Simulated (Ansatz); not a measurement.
# CoSn (P6/mmm): equation of state with a fit, by script

A script is to give an equation of state with a fit; the system is CoSn (P6/mmm).

All numbers are computed with Ansatz 0.2.0 through its Python package. Level of theory: DFT PBEsol+D4, plane waves, PAW.

## 1. The structure

The structure is hexagonal, space group P6/mmm (No. 191). Conventional cell: a = 5.246 Å, b = 5.246 Å, c = 4.188 Å, α = 90.00°, β = 90.00°, γ = 120.00°. Co (site symmetry mmm) has 6 Sn at 2.58 to 2.62 Å and 4 Co at 2.62 Å as nearest neighbours. Sn (site symmetry -6m2) has 6 Co at 2.58 Å as nearest neighbours. Sn (site symmetry 6/mmm) is surrounded by 6 Co at 2.62 Å.

No structure file is read: the coordinates are typed or built in the script.

## 2. The script

File eos_cosn.py:

```python
"""Equation of state of CoSn."""

import warnings

import ansatz as az
from ase.eos import EquationOfState
from ase.units import GPa
import numpy as np

VDW = "d4"
FILLING = "Marzari-Vanderbilt"
SIGMA = 0.1
CUTOFF_EV = 500
MESH = (6, 6, 7)

vectors0 = np.array([
    [5.24604, 0.0, 0.0],
    [-2.62302, 4.5432, 0.0],
    [0.0, 0.0, 4.18759],
])
sites = [
    ("Co", (0.0, 0.5, 0.0), 2.5),
    ("Co", (0.5, 0.5, 0.0), 2.5),
    ("Co", (0.5, 0.0, 0.0), 2.5),
    ("Sn", (2 / 3, 1 / 3, 0.5), 0.0),
    ("Sn", (1 / 3, 2 / 3, 0.5), 0.0),
    ("Sn", (0.0, 0.0, 0.0), 0.0),
]


def crystal_on(cell):
    crystal = az.Crystal(lattice=az.Lattice.of(cell))
    for symbol, position, moment in sites:
        crystal = crystal.atom(symbol, position, moment=moment or None)
    return crystal


def main() -> None:
    warnings.simplefilter("ignore", az.DeckWarning)

    # uniform scaling of the cell
    volumes, energies = [], []
    for scale in np.linspace(0.88, 1.12, 7):
        cell = vectors0 * scale ** (1 / 3)
        calc = (
            crystal_on(cell).calculation()
            .functional(az.Functional.PBESOL, dispersion=VDW)
            .spin("collinear")
            .occupations(FILLING, width=SIGMA)
            .basis(CUTOFF_EV)
            .kpoints(*MESH)
        )
        rep = calc.run(threads=1).report
        volumes.append(abs(np.linalg.det(cell)) / len(sites))
        energies.append(rep["free_energy_ev"] / len(sites))
        print(f"V = {volumes[-1]:8.4f} A^3/atom  F = {energies[-1]:.5f} eV/atom")

    eos = EquationOfState(volumes, energies, eos="murnaghan")
    v0, e0, bulk = eos.fit()
    print(f"V0 = {v0:.4f} A^3/atom, E0 = {e0:.5f} eV/atom, B = {bulk / GPa:.1f} GPa")


if __name__ == "__main__":
    main()
```

## 3. What the engine is handed

The package turns the script's settings into the engine's input (first run):

```yaml
crystal:
  lattice:
    - [5.02719604538913, 0.0, 0.0]
    - [-2.513598022694565, 4.3536757389215275, 0.0]
    - [0.0, 0.0, 4.012900375847509]
  atoms:
    - { symbol: Co, position: [0.0, 0.5, 0.0], spin: 2.5 }
    - { symbol: Co, position: [0.5, 0.5, 0.0], spin: 2.5 }
    - { symbol: Co, position: [0.5, 0.0, 0.0], spin: 2.5 }
    - { symbol: Sn, position: [0.6666666666666666, 0.3333333333333333, 0.5] }
    - { symbol: Sn, position: [0.3333333333333333, 0.6666666666666666, 0.5] }
    - { symbol: Sn, position: [0.0, 0.0, 0.0] }
basis:
  ecutwfc: 500.0
kpoints:
  mp_grid:
    grid: [6, 6, 7]
hamiltonian:
  xc: pbesol
  dispersion: d4
magnetization:
  spin_polarized: true
scf:
  occupations:
    method: cold
    width: 0.1
```

## 4. Launch

Run with:

```bash
> python eos_cosn.py
```

**Question.** Where does the minimum lie against the volume typed, and how stiff is the crystal?

**Answer**, as computed:

```
                      quantity            value
                 runs compared                7
               range of energy  141.56 meV/atom
lowest point, volume (Å³/atom)           15.969
      equilibrium volume (fit)    16.11 Å³/atom
            bulk modulus (fit)          153 GPa
```

A third-order Birch-Murnaghan fit through the 7 points has its minimum at 16.11 Å³ an atom, 3.1 % below the typed cell, with a bulk modulus of 153 GPa and dB/dP = 4.8. From that minimum the energy rises by 77.6 meV an atom on the compressed side and 142.2 meV on the expanded side. The SCF didn't keep the moments it started from (some shrank, vanished or turned); what is printed is the state reached. Shape and fractional positions are held along the curve, so the bulk modulus is an upper value where they are free to relax. The mesh is modest for a metal, so energies can be off by several to tens of meV an atom and pressures by half a GPa or more; differences at equal mesh fare better. This cell is a computed structure, which may not be the phase found in nature. The starting moments were not kept in at least one run, so it stands on a weaker or other magnetic state than the one typed.
